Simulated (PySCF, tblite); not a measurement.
# C₇H₁₇NSi: geometry, infrared bands and NMR shifts

Wanted: the infrared bands and NMR shifts of C₇H₁₇NSi (`[H]/N=C\C(C)(C)[SiH2]C(C)C`), by calculation.

Programs: tblite 0.8.0 and PySCF 2.14.0, with density-fitted response routines of our own. Each step states its level of theory. These are calculated values for one molecule in the gas phase, unless marked as measured. Atoms count from 0, in the outputs and in this text.

### 1 Starting geometry

26 atoms, charge 0, multiplicity 1; geometry from: force field or distance geometry start.

Bonds of the start (Å): C0–C1 1.54, C1–C2 1.54, C1–Si3 1.91, Si3–C4 1.97, C4–C5 1.55, C4–C6 1.54, C4–C7 1.53, C7–N8 1.28, C0–H9 1.09, C0–H10 1.09, C0–H11 1.10, C1–H12 1.08, C2–H13 1.09, C2–H14 1.10, C2–H15 1.09, Si3–H16 1.50, Si3–H17 1.48, C5–H18 1.10, C5–H19 1.09, C5–H20 1.09, C6–H21 1.10, C6–H22 1.08, C6–H23 1.10, C7–H24 1.10, N8–H25 1.03.

### 2 Geometry optimisation with GFN2-xTB

Job settings and geometry (Å):

```
{"job": {"kind": "relax", "xc": "GFN2-xTB", "basis": "xTB"}, "charge": 0, "multiplicity": 1}
C      2.131200     0.977600     0.397000
C      1.580800     0.232000    -0.834500
C      2.770400    -0.384200    -1.601100
Si     0.247700    -1.063400    -0.412800
C     -1.355700    -0.253500     0.402200
C     -1.845800     0.931300    -0.465800
C     -2.488400    -1.294300     0.478700
C     -1.017000     0.144700     1.838700
N     -1.218600     1.298400     2.365800
H      2.574600     0.297400     1.129000
H      2.879700     1.709500     0.098300
H      1.323600     1.529800     0.909700
H      1.098000     0.961600    -1.473200
H      3.302800    -1.126700    -1.009200
H      2.416100    -0.862400    -2.521000
H      3.474400     0.397800    -1.881800
H      0.789800    -2.077600     0.544400
H     -0.169400    -1.759200    -1.655900
H     -1.102100     1.744000    -0.490500
H     -2.764300     1.358000    -0.057600
H     -2.045300     0.631200    -1.492100
H     -3.380900    -0.864900     0.957600
H     -2.775000    -1.653300    -0.497100
H     -2.202200    -2.174100     1.082600
H     -0.599400    -0.644000     2.487700
H     -1.646100     1.967100     1.713900
```

On the command line:

```bash
OMP_NUM_THREADS=1 python probes_run.py task.json out
```

This one command runs all jobs of the session in turn.

**Question.** This job is followed by: GFN2-xTB harmonic vibrations, gas phase; GIAO PBE0/pcSseg-1 NMR shielding, non-relativistic, gas phase. Predict these results of the whole session: strongest single infrared mode (GFN2-xTB); zero-point energy (GFN2-xTB); 13C shifts against TMS (PBE0/pcSseg-1, means over atoms taken as alike); 1H shifts against TMS (PBE0/pcSseg-1, means over atoms taken as alike); 29Si shifts against TMS (PBE0/pcSseg-1); 15N shifts against NH3 (PBE0/pcSseg-1).

The runs gave:

| quantity | value |
| --- | --- |
| strongest single infrared mode (GFN2-xTB) | 2213 cm⁻¹, 387 km/mol |
| zero-point energy (GFN2-xTB) | 140.2 kcal/mol |
| 13C shifts against TMS (PBE0/pcSseg-1, means over atoms taken as alike) | 184.6, 35.6, 22.1, 22.0, 14.6 ppm |
| 1H shifts against TMS (PBE0/pcSseg-1, means over atoms taken as alike) | 10.62, 8.03, 3.78, 1.15, 1.06, 0.93 ppm |
| 29Si shifts against TMS (PBE0/pcSseg-1) | -18.4 ppm |
| 15N shifts against NH3 (PBE0/pcSseg-1) | 340.4 ppm |

Relaxing lowered the energy by 0.197 eV in 133 steps; the close pair that moved most is Si3–C4, from 1.973 to 1.930 Å. No mode is imaginary among the 72: a minimum at this level. The strongest single mode, at 2213 cm⁻¹, moves mainly H17. Unscaled tight-binding wavenumbers are off by several per cent, some by more. Its intensities can rank the bands wrongly. At PBE0/pcSseg-1: The largest span, 656 ppm, is at N8, where the paramagnetic term is -398 ppm.
